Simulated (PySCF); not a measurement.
# F10Fe2 ([F4Fe(mu-F)2FeF4]4-): the cost of one run

Computed with PySCF 2.14.0 and routines of our own; the level stands in each step. Atoms count from 0.

### Step 1. The system as given

12 atoms, charge -4, high-spin multiplicity 11; geometry from: idealised, bond lengths from ionic radii.

The system (edge-sharing dimer): [F4Fe(mu-F)2FeF4]4-. The metals (Fe(III), Fe(III)) are 2.93 Å apart; the bridge angle is 96°; the spin sites are atom 0 (5 unpaired) and atom 1 (5 unpaired).

### Step 2. Magnetic exchange: B3LYP/def2-SVP in water

Job settings and geometry (Å):

```
{"job": {"kind": "bs", "xc": "B3LYP", "basis": "def2-SVP", "grid": 1, "solvent": "water"}, "charge": -4, "high_spin_multiplicity": 11, "spin_sites": [[[0], 5], [[1], 5]]}
Fe    -1.464000     0.000000     0.000000
Fe     1.464000     0.000000     0.000000
F     -0.000000     1.322800     0.000000
F     -0.000000    -1.322800     0.000000
F     -2.826000    -1.402400     0.000000
F     -2.826000     1.402400    -0.000000
F     -1.464000     0.000000     1.955000
F     -1.464000    -0.000000    -1.955000
F      2.826000     1.402400    -0.000000
F      2.826000    -1.402400     0.000000
F      1.464000     0.000000     1.955000
F      1.464000    -0.000000    -1.955000
```

Method: B3LYP/def2-SVP high-spin and broken-symmetry single points, IEF-PCM water.

Command:

```console
$ OMP_NUM_THREADS=1 python exch_run.py task.json out
```

The driver reads the jobs from task.json and runs them one after another.

Q: Estimate the wall time and peak memory of this first job on 1 thread of Arm Neoverse N1, shared host.

About 1.9 min, with a peak of 0.94 GiB.
